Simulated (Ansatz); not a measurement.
Predict the output of the script below (Ansatz 0.2.0 through its Python package).

Script `cdsnas2.py`:
```python
import warnings

import ansatz as az
import numpy as np

OCCUPATIONS = "cold"
SIGMA = 0.05
XC = "pbesol"
DISPERSION = "d3bj"
ECUT = 460
MESH = (6, 6, 4)

vectors0 = np.array([
    [4.358544, 0.0, 0.0],
    [0.0, 4.358544, 0.0],
    [0.0, 0.0, 6.192461],
])
sites = [
    ("Cd", (0.0, 0.0, 0.0)),
    ("Sn", (0.5, 0.5, 0.5)),
    ("As", (0.0, 0.5, 0.248216)),
    ("As", (0.5, 0.0, 0.751784)),
]


def build(cell):
    crystal = az.Crystal(lattice=az.Lattice.of(cell))
    for symbol, position in sites:
        crystal = crystal.atom(symbol, position)
    return crystal


def main() -> None:
    warnings.simplefilter("ignore", az.DeckWarning)

    def solve(crystal):
        return (
            crystal.calculation()
            .occupations(OCCUPATIONS, width=SIGMA)
            .functional(XC, dispersion=DISPERSION)
            .basis(ECUT, grid_basis="typed")
            .kpoints(*MESH)
            .density()
            .run(threads=1)
        )


    whole = solve(build(vectors0))
    difference = whole.density().channels[0].density_e_per_ang3.copy()
    binding = whole.report["free_energy_ev"]
    for element in ["Cd", "Sn", "As"]:
        part = az.Crystal(lattice=az.Lattice.of(vectors0))
        for symbol, position in sites:
            if symbol == element:
                part = part.atom(symbol, position)
        alone = solve(part)
        difference -= alone.density().channels[0].density_e_per_ang3
        binding -= alone.report["free_energy_ev"]
        print(f"{element} sublattice: {alone.report['n_electrons']:g} electrons, {alone.report['n_iterations']} iterations")

    voxel = abs(np.linalg.det(vectors0)) / difference.size
    print(f"energy of the crystal less its unpolarised sublattices: {binding / len(sites):.4f} eV/atom")
    print(f"net charge of the difference {difference.sum() * voxel:.5f} e, charge moved {0.5 * np.abs(difference).sum() * voxel:.3f} e")
    print(f"extremes {difference.min():.4f} and {difference.max():.4f} e/A^3")
    for (symbol, position) in sites:
        index = tuple(int(round(p * n)) % n for p, n in zip(position, difference.shape))
        print(f"  change of the pseudo-density at the grid point nearest {symbol}: {difference[index]:+.4f} e/A^3")


if __name__ == "__main__":
    main()
```

```console
$ python cdsnas2.py
Cd sublattice: 20 electrons, 6 iterations
Sn sublattice: 14 electrons, 7 iterations
As sublattice: 30 electrons, 7 iterations
energy of the crystal less its unpolarised sublattices: -2.8304 eV/atom
net charge of the difference -0.00000 e, charge moved 1.114 e
extremes -0.1439 and 0.1611 e/A^3
  change of the pseudo-density at the grid point nearest Cd: -0.1439 e/A^3
  change of the pseudo-density at the grid point nearest Sn: +0.1611 e/A^3
  change of the pseudo-density at the grid point nearest As: +0.0595 e/A^3
  change of the pseudo-density at the grid point nearest As: +0.0595 e/A^3
```

Caveats:
- Dispersion corrections can be off by several per cent in the lattices of metals, and by several GPa in the pressure at a fixed cell.
- Grid values close to the nuclei reflect the PAW or pseudopotential construction, not the all-electron fields.
- The structure comes from a database of computed cells and needn't be a stable or known phase.
- Charge moved counts every rearrangement, bonding and polarisation too, and is no transfer between atoms; the bare sublattices are artificial references. Values near the nuclei depend on the potentials.
- Timing: 8.5 s on 1 thread of Intel(R) Xeon(R) 6975P-C (Granite Rapids) (shared host), peak memory 0.51 GiB.
